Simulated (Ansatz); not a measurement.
# H8CO6: the cost of one run

Method: DFT PBE+D3(BJ), plane waves, PAW, scalar-relativistic, no spin polarisation, in Ansatz 0.2.0.

### Step 1. The system as given

The cell holds 15 atoms (CH8O6): a = 5.299 Å, b = 5.299 Å, c = 5.299 Å, α = 90.00°, β = 90.00°, γ = 90.00°.

Structure file:

```xyz
15
Lattice="5.2991 0.0000 0.0000 0.0000 5.2991 0.0000 0.0000 0.0000 5.2991" Properties=species:S:1:pos:R:3 pbc="T T T"
O     5.1629    5.1343    3.3125
H     5.1444    5.7191    2.5406
H     4.9810    4.2565    2.9459
O     3.7549    3.0161    1.0994
H     3.2326    2.3158    0.6813
H     3.6897    2.8234    2.0464
O     1.3926    3.1065    5.0990
H     2.1469    3.0665    4.4927
H     1.7586    3.5046    5.9025
O     2.6453    0.3632    4.7243
H     1.8042    0.4802    5.1900
H     2.6854   -0.5884    4.5483
C     0.9815    1.8840    2.5361
O     0.0369    2.4443    2.9639
O     1.9262    1.3237    2.1084
```

### Step 2. Preparing the start

The input, input.yaml:

```yaml
accuracy: low
crystal:
  lattice:
    - [5.299086, 0.0, 0.0]
    - [0.0, 5.299086, 0.0]
    - [0.0, 0.0, 5.299086]
  atoms:
    - { symbol: O, position: [0.9742944, 0.9689041, 0.6251153] }
    - { symbol: H, position: [0.9708068, 1.0792574, 0.47945] }
    - { symbol: H, position: [0.9399653, 0.8032469, 0.5559228] }
    - { symbol: O, position: [0.7085907, 0.5691758, 0.207469] }
    - { symbol: H, position: [0.6100214, 0.4370154, 0.1285632] }
    - { symbol: H, position: [0.6962819, 0.5328162, 0.3861723] }
    - { symbol: O, position: [0.2628027, 0.5862279, 0.9622457] }
    - { symbol: H, position: [0.4051465, 0.5786904, 0.8478348] }
    - { symbol: H, position: [0.3318761, 0.6613684, 1.113874] }
    - { symbol: O, position: [0.4992083, 0.0685334, 0.8915235] }
    - { symbol: H, position: [0.340478, 0.0906111, 0.9794192] }
    - { symbol: H, position: [0.5067576, -0.111045, 0.8583116] }
    - { symbol: C, position: [0.1852262, 0.3555352, 0.4785958] }
    - { symbol: O, position: [0.0069644, 0.4612699, 0.5593207] }
    - { symbol: O, position: [0.363488, 0.2498004, 0.3978709] }
basis:
  ecutwfc: 420.0
kpoints:
  mp_grid: { grid: [1, 1, 1] }
hamiltonian:
  xc: pbe
  dispersion: d3bj
scf:
  occupations: { method: fermi_dirac, width: 0.05 }
  lower_state_search: "off"
relax:
  f_tol: 0.3
  max_steps: 15
  adjacent_minimum: "off"
```

Launch:

```
ansatz run input.yaml --threads 1 --pin off --max-ram 3072MiB --backend cpu --events-out ev --progress --plain --runs-dir out
```

**Question.** How long does this run take on 1 thread of an x86-64 CPU, shared host, and how much memory does it need?

About 11 s, with a peak of 0.36 GiB.
